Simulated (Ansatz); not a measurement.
**C9H22Sn: one species, many methods**

An exercise on one series of results from a longer session: the logs are not shown, and one member is left open.

Computed with Ansatz 0.2.0, Gaussian basis. Level: functionals in def2-TZVPP, the program's frozen cores in correlated methods.

Levels to be run: LDA (SPW92), PBE-D4, revPBE-D4, BLYP-D4, r2SCAN-D4, B97M-V, PBE0-D4, B3LYP-D4, r2SCANh-D4, r2SCAN0-D4, HSE06-D4, BHLYP-D4, CAM-B3LYP-D4, LC-ωPBE, ωB97X-V, ωB97M-V, B2PLYP, PBE-QIDH; CCSD(T)/def2-SVP; CCSD(T)/def2-TZVPP; MP2/def2-QZVPP; extrapolation to the limit; RPA on PBE.

## The relaxed structure

An earlier PBE0-D4 in a triple-zeta def2 set relaxation fixed the geometry. Sn takes the def2 core potential; no spin-orbit term is included.

SMILES `C[CH](C)[SnH]([CH](C)C)[CH](C)C`, 32 atoms, charge 0, spin multiplicity 1.

Atoms are counted from 1 here; the program's logs count them from 0.

Bond lengths: C1–C2 1.522 Å, C1–H11 1.097 Å, C1–H12 1.095 Å, C1–H13 1.093 Å, C2–C3 1.523 Å, C2–Sn4 2.174 Å, C2–H14 1.096 Å, C3–H15 1.093 Å, C3–H16 1.094 Å, C3–H17 1.097 Å, Sn4–C5 2.170 Å, Sn4–C8 2.171 Å, Sn4–H18 1.727 Å, C5–C6 1.522 Å, C5–C7 1.522 Å, C5–H19 1.096 Å, C6–H20 1.093 Å, C6–H21 1.094 Å and more. Angles: C2–C1–H11 110.9°, C2–C1–H12 111.6°, C2–C1–H13 112.2°, H11–C1–H12 107.0°, H11–C1–H13 107.7°, H12–C1–H13 107.3°, C1–C2–C3 111.6°, C1–C2–Sn4 111.7°, C1–C2–H14 108.6°, C3–C2–Sn4 111.0°, C3–C2–H14 108.6°, Sn4–C2–H14 105.1°, C2–C3–H15 112.5°, C2–C3–H16 111.6°, C2–C3–H17 110.9°, H15–C3–H16 107.3°, H15–C3–H17 107.4°, H16–C3–H17 106.9° and more.

The first run:

File in.yaml:

```yaml
crystal:
  periodic: [false, false, false]
  atoms:
    - {symbol: C, position_ang: [-2.914151, -0.239036, -1.066197]}
    - {symbol: C, position_ang: [-1.449248, -0.629568, -1.197648]}
    - {symbol: C, position_ang: [-1.218058, -2.078819, -0.791971]}
    - {symbol: Sn, position_ang: [-0.157200, 0.709558, -0.073524]}
    - {symbol: C, position_ang: [0.065594, 0.010661, 1.968990]}
    - {symbol: C, position_ang: [-1.267878, -0.004142, 2.701628]}
    - {symbol: C, position_ang: [1.103682, 0.838621, 2.711863]}
    - {symbol: C, position_ang: [1.793707, 0.843122, -1.016929]}
    - {symbol: C, position_ang: [2.517216, -0.495132, -0.973116]}
    - {symbol: C, position_ang: [1.683418, 1.374819, -2.437946]}
    - {symbol: H, position_ang: [-3.550860, -0.899711, -1.667854]}
    - {symbol: H, position_ang: [-3.260903, -0.317464, -0.031023]}
    - {symbol: H, position_ang: [-3.098354, 0.786999, -1.393666]}
    - {symbol: H, position_ang: [-1.147866, -0.506810, -2.244022]}
    - {symbol: H, position_ang: [-0.179950, -2.391443, -0.931950]}
    - {symbol: H, position_ang: [-1.469966, -2.247188, 0.259739]}
    - {symbol: H, position_ang: [-1.846828, -2.755778, -1.383403]}
    - {symbol: H, position_ang: [-0.871128, 2.281076, -0.034578]}
    - {symbol: H, position_ang: [0.431660, -1.018806, 1.883483]}
    - {symbol: H, position_ang: [-2.003666, -0.647497, 2.211871]}
    - {symbol: H, position_ang: [-1.700591, 0.999158, 2.765324]}
    - {symbol: H, position_ang: [-1.147455, -0.368642, 3.729545]}
    - {symbol: H, position_ang: [0.799527, 1.887531, 2.787270]}
    - {symbol: H, position_ang: [1.240635, 0.470393, 3.736296]}
    - {symbol: H, position_ang: [2.081300, 0.814794, 2.222708]}
    - {symbol: H, position_ang: [2.354118, 1.566259, -0.414050]}
    - {symbol: H, position_ang: [2.629850, -0.874832, 0.046235]}
    - {symbol: H, position_ang: [3.522226, -0.413447, -1.405203]}
    - {symbol: H, position_ang: [1.985137, -1.257544, -1.551104]}
    - {symbol: H, position_ang: [2.673587, 1.470709, -2.900635]}
    - {symbol: H, position_ang: [1.099272, 0.701898, -3.074161]}
    - {symbol: H, position_ang: [1.206872, 2.357959, -2.474875]}
basis:
  gaussian: {orbitals: def2-TZVPP}
hamiltonian: {xc: lda}
output: {orbitals: {seedname: orbitals}}
```

The run is started by

```
> ansatz run in.yaml --threads 11 --pin off --events-out ev --progress --plain --max-ram 166912MiB --backend cuda --devices 0, --max-vram 75GiB
```

Steps of the session up to this table: LDA; PBE-D4 (GGA); revPBE-D4 (GGA); BLYP-D4 (GGA); r2SCAN-D4 (meta-GGA); B97M-V (meta-GGA); B3LYP-D4 (hybrid); r2SCANh-D4 (hybrid); r2SCAN0-D4 (hybrid); HSE06-D4 (hybrid); BHLYP-D4 (hybrid); CAM-B3LYP-D4 (range-separated); LC-ωPBE (range-separated); ωB97X-V (range-separated); ωB97M-V (range-separated); B2PLYP (double hybrid); PBE-QIDH (double hybrid).

One of the session's tables, all rows but one given; the rest of the session is left out.

It belongs to the step «Orbital energies across the functionals». 

| functional | HOMO (eV) | LUMO (eV) | gap (eV) |
| --- | --- | --- | --- |
| LDA (SPW92) | ? | ? | ? |
| PBE-D4 | -5.69 | -0.10 | 5.59 |
| revPBE-D4 | -5.63 | 0.05 | 5.69 |
| BLYP-D4 | -5.57 | -0.04 | 5.53 |
| r2SCAN-D4 | -5.88 | 0.32 | 6.20 |
| B97M-V | -5.98 | -0.06 | 5.92 |
| PBE0-D4 | -6.79 | 0.74 | 7.53 |
| B3LYP-D4 | -6.61 | 0.46 | 7.06 |
| r2SCANh-D4 | -6.29 | 0.61 | 6.90 |
| r2SCAN0-D4 | -6.92 | 1.01 | 7.93 |
| HSE06-D4 | -6.40 | 0.37 | 6.77 |
| BHLYP-D4 | -7.82 | 1.42 | 9.24 |
| CAM-B3LYP-D4 | -8.07 | 1.57 | 9.63 |
| LC-ωPBE | -9.34 | 2.74 | 12.08 |
| ωB97X-V | -9.03 | 2.50 | 11.53 |
| ωB97M-V | -8.92 | 2.11 | 11.03 |

Estimate the missing values for LDA (SPW92).

As computed: HOMO (eV): -5.81; LUMO (eV): -0.38; gap (eV): 5.43. In the column «HOMO (eV)» it lies between r2SCAN-D4 (-5.88) and PBE-D4 (-5.69).
